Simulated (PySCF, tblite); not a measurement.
# AsH11O3Si4, a small molecule taken as a stand-in for a surface group (silica-backed Si): NMR shifts, core binding energies and electronic excitations, part 2 of 2

tblite 0.8.0 and PySCF 2.14.0. Atoms count from 0, parts from 1.

### Step 5. X-ray photoelectron lines: SCAN, X2C

What the job is given:

```
{"job": {"kind": "xps", "holes": 5}, "charge": 0, "multiplicity": 1}
Si     0.195661     0.841905    -2.581221
O     -0.130892    -0.234256    -1.354742
Si    -0.213260    -0.377636     0.284989
O      1.275791    -0.127605     0.930996
Si     2.869931    -0.587407     0.910325
O     -1.186933     0.789881     0.903309
Si    -2.698947     1.471569     0.955501
As    -1.114685    -2.499491     0.721257
H     -0.674838     2.048647    -2.453798
H     -0.079103     0.160582    -3.876459
H      1.627664     1.262304    -2.529413
H      2.977243    -2.072269     1.040441
H      3.560488     0.066160     2.056058
H      3.510272    -0.164076    -0.370449
H     -2.699035     2.531327     2.001453
H     -3.715909     0.431279     1.294881
H     -3.036577     2.072658    -0.368778
H     -0.667982    -2.437985     2.178191
H      0.180191    -3.177726     0.285826
```

Method: delta-SCF UKS SCAN, pcX-2 on the ionised atom, pcseg-1 elsewhere, spin-free X2C.

The program printed:

```text
ground state, core basis on atom 0 (Si), 238 functions
  cycle   1  E = -3647.94628070  |g| = 1.17e+00
  cycle   2  E = -3647.13237401  |g| = 2.33e+00
  cycle   3  E = -3648.19386051  |g| = 1.72e-01
  cycle   4  E = -3648.20043610  |g| = 9.69e-02
  cycle   5  E = -3648.20326371  |g| = 2.84e-02
  cycle   6  E = -3648.20340545  |g| = 1.12e-02
  cycle   7  E = -3648.20342723  |g| = 1.75e-03
  cycle   8  E = -3648.20343325  |g| = 4.26e-04
  E(ground) = -3648.20287557 Eh
hole in Si 2p of atom 0
  cycle   1  E = -3643.91106956  |g| = 1.23e+00
  cycle   2  E = -3642.52231715  |g| = 1.49e+00
  cycle   3  E = -3643.98600893  |g| = 5.83e-01
  cycle   4  E = -3644.21028801  |g| = 1.68e-01
  cycle   5  E = -3644.21736488  |g| = 1.80e-01
  cycle   6  E = -3644.22957068  |g| = 3.39e-02
  cycle   7  E = -3644.23015414  |g| = 1.07e-02
  cycle   8  E = -3644.23021843  |g| = 4.75e-03
  cycle   9  E = -3644.23022701  |g| = 1.82e-03
  cycle  10  E = -3644.23022823  |g| = 4.01e-04
  E(ion) = -3644.24093624 Eh   <S^2> = 0.7517   hole on atom = 1.002   binding energy = 107.810 eV
  2p3/2 = 107.559 eV   2p1/2 = 108.184 eV
ground state, core basis on atom 1 (O), 227 functions
  cycle   1  E = -3648.13856602  |g| = 1.12e-01
  cycle   2  E = -3648.13615021  |g| = 1.35e-01
  cycle   3  E = -3648.13899010  |g| = 5.19e-02
  cycle   4  E = -3648.13943367  |g| = 8.04e-03
  cycle   5  E = -3648.13944755  |g| = 3.17e-03
  cycle   6  E = -3648.13945036  |g| = 2.76e-04
  E(ground) = -3648.17742473 Eh
hole in O 1s of atom 1
  cycle   1  E = -3627.53297924  |g| = 2.23e+00
  cycle   2  E = -3626.93454174  |g| = 2.26e+00
  cycle   3  E = -3628.28698722  |g| = 4.71e-01
  cycle   4  E = -3628.32911589  |g| = 3.14e-01
  cycle   5  E = -3628.37098651  |g| = 8.55e-02
  cycle   6  E = -3628.37322462  |g| = 3.21e-02
  cycle   7  E = -3628.37388936  |g| = 4.83e-03
  cycle   8  E = -3628.37390199  |g| = 1.52e-03
  cycle   9  E = -3628.37390114  |g| = 5.87e-04
  cycle  10  E = -3628.37390292  |g| = 3.67e-04
  E(ion) = -3628.41214703 Eh   <S^2> = 0.7620   hole on atom = 1.000   binding energy = 537.841 eV
ground state, core basis on atom 2 (Si), 238 functions
  cycle   1  E = -3648.21815490  |g| = 3.13e-01
  cycle   2  E = -3648.21228297  |g| = 2.19e-01
  cycle   3  E = -3648.21470735  |g| = 1.81e-01
  cycle   4  E = -3648.22083010  |g| = 2.90e-02
  cycle   5  E = -3648.22098347  |g| = 6.31e-03
  cycle   6  E = -3648.22099104  |g| = 1.51e-03
  cycle   7  E = -3648.22098841  |g| = 4.73e-04
  E(ground) = -3648.22024798 Eh
hole in Si 2p of atom 2
  cycle   1  E = -3643.89524074  |g| = 1.25e+00
  cycle   2  E = -3643.40055448  |g| = 1.42e+00
  cycle   3  E = -3644.13499710  |g| = 4.00e-01
  cycle   4  E = -3644.22828168  |g| = 1.03e-01
  cycle   5  E = -3644.23158177  |g| = 6.29e-02
  cycle   6  E = -3644.23316065  |g| = 1.68e-02
  cycle   7  E = -3644.23325598  |g| = 7.17e-03
  cycle   8  E = -3644.23327851  |g| = 3.00e-03
  cycle   9  E = -3644.23328156  |g| = 6.56e-04
  cycle  10  E = -3644.23328153  |g| = 3.70e-04
  E(ion) = -3644.24366028 Eh   <S^2> = 0.7524   hole on atom = 1.003   binding energy = 108.208 eV
  2p3/2 = 108.025 eV   2p1/2 = 108.651 eV
ground state, core basis on atom 3 (O), 227 functions
  cycle   1  E = -3648.13854618  |g| = 1.13e-01
  cycle   2  E = -3648.13594094  |g| = 1.37e-01
  cycle   3  E = -3648.13899290  |g| = 5.20e-02
  cycle   4  E = -3648.13945092  |g| = 7.73e-03
  cycle   5  E = -3648.13946615  |g| = 1.90e-03
  cycle   6  E = -3648.13946609  |g| = 7.52e-04
  cycle   7  E = -3648.13946637  |g| = 1.18e-04
  E(ground) = -3648.17787435 Eh
hole in O 1s of atom 3
  cycle   1  E = -3627.53271712  |g| = 2.23e+00
  cycle   2  E = -3626.87195828  |g| = 2.28e+00
  cycle   3  E = -3628.26762592  |g| = 4.88e-01
  cycle   4  E = -3628.32160593  |g| = 2.99e-01
  cycle   5  E = -3628.37368615  |g| = 7.71e-02
  cycle   6  E = -3628.37506584  |g| = 4.34e-02
  cycle   7  E = -3628.37594411  |g| = 6.04e-03
  cycle   8  E = -3628.37595353  |g| = 3.75e-03
  cycle   9  E = -3628.37595922  |g| = 1.18e-03
  cycle  10  E = -3628.37595976  |g| = 4.27e-04
  E(ion) = -3628.41445818 Eh   <S^2> = 0.7621   hole on atom = 1.000   binding energy = 537.790 eV
ground state, core basis on atom 5 (O), 227 functions
  cycle   1  E = -3648.13678735  |g| = 1.63e-01
  cycle   2  E = -3648.12683113  |g| = 2.68e-01
  cycle   3  E = -3648.13997760  |g| = 3.13e-02
  cycle   4  E = -3648.14013413  |g| = 1.27e-02
  cycle   5  E = -3648.14016323  |g| = 2.35e-03
  cycle   6  E = -3648.14016406  |g| = 7.28e-04
  cycle   7  E = -3648.14016655  |g| = 1.33e-04
  E(ground) = -3648.17784653 Eh
hole in O 1s of atom 5
  cycle   1  E = -3627.53291299  |g| = 2.23e+00
  cycle   2  E = -3626.95274086  |g| = 2.25e+00
  cycle   3  E = -3628.29193013  |g| = 4.56e-01
  cycle   4  E = -3628.33404210  |g| = 2.87e-01
  cycle   5  E = -3628.37171680  |g| = 8.92e-02
  cycle   6  E = -3628.37407693  |g| = 3.56e-02
  cycle   7  E = -3628.37474051  |g| = 6.94e-03
  cycle   8  E = -3628.37475069  |g| = 4.45e-03
  cycle   9  E = -3628.37476079  |g| = 1.11e-03
  cycle  10  E = -3628.37476083  |g| = 3.23e-04
  E(ion) = -3628.41243740 Eh   <S^2> = 0.7617   hole on atom = 1.000   binding energy = 537.844 eV
```

Run time: 58 s. Hardware: 1 thread of Intel Xeon 6975P-C, shared host; peak memory 1.1 GiB.

The holes in one table. −ε is the ground-state orbital energy:

```tsv
hole	stands for	environment	ΔSCF (eV; 2p as the shell's mean)	−ε (eV)	⟨S²⟩
Si2p on Si0	Si0	silicon bonded to O, 3 H	107.77	96.8	0.752
O1s on O1	O1	oxygen bonded to 2 Si	537.84	516.7	0.762
Si2p on Si2	Si2	silicon bonded to As, 3 O	108.23	97.8	0.752
O1s on O3	O3	oxygen bonded to 2 Si	537.79	516.7	0.762
O1s on O5	O5	oxygen bonded to 2 Si	537.84	516.7	0.762
```

With the spin-orbit splitting: Si0 2p3/2 107.56, 2p1/2 108.18 eV; Si2 2p3/2 108.02, 2p1/2 108.65 eV. The table gives each 2p level as the mean over the whole 2p shell (two parts 2p3/2, one part 2p1/2), which differs a little from the single hole in the log.

### Step 6. TDDFT and polarisability: CAM-B3LYP/def2-SVPD

The job, as its differences from that of step 5:

```diff
@@ -1,2 +1,2 @@
-{"job": {"kind": "xps", "holes": 5}, "charge": 0, "multiplicity": 1}
+{"job": {"kind": "uv", "xc": "CAM-B3LYP", "basis": "def2-SVPD", "nstates": 6, "ntriplets": 2, "ip": true}, "charge": 0, "multiplicity": 1}
 Si     0.195661     0.841905    -2.581221
```

Level: TDDFT CAM-B3LYP/def2-SVPD, vertical, gas phase, core orbitals frozen in the response.

The program printed:

```text
coarse grid: 75712 points
cycle   1  E = -3625.4014788497  dE = -2.195e-01  |g| = 1.182e+00  |ddm| = 7.406e+00
cycle   2  E = -3625.1780225813  dE =  2.235e-01  |g| = 1.620e+00  |ddm| = 4.321e+00
cycle   3  E = -3625.6609250636  dE = -4.829e-01  |g| = 8.148e-02  |ddm| = 2.143e+00
cycle   4  E = -3625.6625418114  dE = -1.617e-03  |g| = 3.327e-02  |ddm| = 3.358e-01
cycle   5  E = -3625.6628111486  dE = -2.693e-04  |g| = 1.336e-02  |ddm| = 1.260e-01
cycle   6  E = -3625.6628436011  dE = -3.245e-05  |g| = 2.923e-03  |ddm| = 2.061e-02
cycle   7  E = -3625.6628456806  dE = -2.079e-06  |g| = 7.812e-04  |ddm| = 7.529e-03
final grid: 153496 points
cycle   8  E = -3625.6628515805  dE = -1.452e-07  |g| = 7.112e-04  |ddm| = 1.078e-02
cycle   9  E = -3625.6628515546  dE =  2.590e-08  |g| = 8.512e-04  |ddm| = 3.466e-03
cycle  10  E = -3625.6628516908  dE = -1.363e-07  |g| = 1.165e-04  |ddm| = 1.497e-03
cycle  11  E = -3625.6628516937  dE = -2.916e-09  |g| = 1.390e-05  |ddm| = 2.857e-04
cycle  12  E = -3625.6628516939  dE = -1.392e-10  |g| = 6.049e-06  |ddm| = 1.139e-04
converged SCF energy = -3625.6628516939

Static polarisability (au): isotropic 142.203, principal 131.500 146.078 149.031

Singlet excitations
state   eV       nm        f      main configurations
  1   6.4165    193.2   0.03068   H->L 0.52, H->L+1 0.21, H->L+4 0.09
  2   6.5410    189.5   0.03167   H->L+2 0.28, H->L 0.26, H->L+4 0.13
  3   7.1609    173.1   0.26948   H->L+1 0.23, H->L+2 0.16, H->L+5 0.13
  4   7.5159    165.0   0.01622   H-1->L 0.39, H-2->L 0.22
  5   7.5625    163.9   0.01580   H->L+7 0.19, H->L+3 0.14, H->L+8 0.12
  6   7.6045    163.0   0.02112   H-2->L 0.27, H-4->L 0.13, H->L+3 0.12

Triplet excitations (Tamm-Dancoff, eV): 5.7079 5.7707
Vertical ionisation energy (delta-SCF) = 9.5621 eV
```

It took 2.6 min on 1 thread of Intel Xeon 6975P-C, shared host; peak memory 2 GiB.

The orbitals next to the gap, with their largest atomic shares:

```tsv
orbital	eV	atoms
HOMO−3	-10.40	O1 17 %, O5 11 %, Si0 10 %
HOMO−2	-10.21	O5 17 %, O1 16 %, As7 8 %
HOMO−1	-10.08	As7 26 %, O1 13 %, O5 11 %
HOMO	-8.80	As7 60 %, Si2 11 %, O3 9 %
LUMO	0.43	As7 13 %, Si2 11 %, Si6 11 %
LUMO+1	0.99	As7 18 %, Si0 16 %, Si6 8 %
LUMO+2	1.06	Si6 16 %, As7 16 %, Si4 11 %
```

With each of the 6 states as a Gaussian band of 0.4 eV half-width at 1/e, the curve within the window shown has maxima at 173 nm (ε 12,000) L/(mol cm). Beyond the last state computed it falls off for lack of states. The curve at chosen wavelengths:

nm, ε (L/mol/cm) and a bar:
```
      157       1395 ###
      159       2314 #####
      161       3563 #########
      164       6032 ###############
      166       7914 ####################
      168       9711 ########################
      170      11105 ############################
      173      11871 ##############################
      175      11383 #############################
      177      10257 ##########################
      179       8779 ######################
      182       6546 ################
      184       5338 #############
      186       4434 ###########
      188       3796 #########
      191       3152 ########
      193       2811 #######
      195       2476 ######
      197       2130 #####
      200       1602 ####
      202       1268 ###
      204        969 ##
      206        715 #
      209        426 #
      211        290 
      213        192
```

Further results of this job:

```tsv
property	computed
dipole moment (D)	0.42
polarisability (Å³)	21.07
HOMO–LUMO gap (eV)	9.23
−ε(HOMO) (eV)	8.80
```

### Step 7. Summary of results

The summary covers parts 1 to 2.

```
                                                     quantity                                                                 value
                                                  point group                                                                    C1
                         rotational constants (main isotopes)                                                  0.57, 0.56, 0.41 GHz
                        ¹H shifts against TMS (PBE0/pcSseg-1)  5.23, 5.21, 5.18, 5.16, 5.09, 5.07, 4.99, 4.97, 4.95, 1.92, 1.73 ppm
                      ²⁹Si shifts against TMS (PBE0/pcSseg-1)                                        -39.1, -39.3, -40.9, -45.8 ppm
                       ¹⁷O shifts against H2O (PBE0/pcSseg-1)                                                  78.0, 70.0, 69.0 ppm
                     ⁷⁵As shifts against AsH3 (PBE0/pcSseg-1)                                                               -50 ppm
                             O1s binding energies, SCAN/pcX-2                                    O5 537.84, O1 537.84, O3 537.79 eV
Si2p binding energies, SCAN/pcX-2 (standing for 2 of 4 atoms)                                             Si2 108.23, Si0 107.77 eV
                         lowest singlet (CAM-B3LYP/def2-SVPD)                                           6.42 eV (193 nm), f = 0.031
                     brightest single state of those computed                                           state 3, 7.16 eV, f = 0.269
                                               lowest triplet                                                               5.71 eV
                            vertical ionisation energy (ΔSCF)                                                               9.56 eV
```

What this shows: The optimisation took 11 steps and gained 0.700 eV; among the close pairs (by a distance rule), Si2–As7 changed most, from 2.265 to 2.346 Å (PBE0/def2-SVP). No frequency check was run at this level, so the end point may be a saddle. At PBE0/pcSseg-1: The widest tensor belongs to As7: span 244 ppm, with a paramagnetic part of -921 ppm. The O1s levels computed lie within 0.05 eV of one another, too close to rank. Si2 (silicon bonded to As, 3 O) binds its Si2p electron 0.47 eV more tightly than Si0 (silicon bonded to O, 3 H). Only 2 of the 4 Si atoms are covered by sound results. The lowest singlet, at 6.42 eV, is HOMO→LUMO 0.52, HOMO→LUMO+1 0.21 and is weak; of the 6 states computed, the strongest absorption comes from state 3 at 7.16 eV. The lowest triplet lies 0.71 eV below the lowest singlet (triplets in Tamm-Dancoff, singlets in full TDDFT). ΔSCF puts the ionisation energy at 9.56 eV, 0.77 eV above −ε(HOMO). Spin-orbit coupling is left out, which matters for shieldings and couplings at and beside the heavy atoms. A capped cluster stands for the solid here, so long-range fields and strain are missing, and bands or shifts of the capping hydrogens have no counterpart in it.
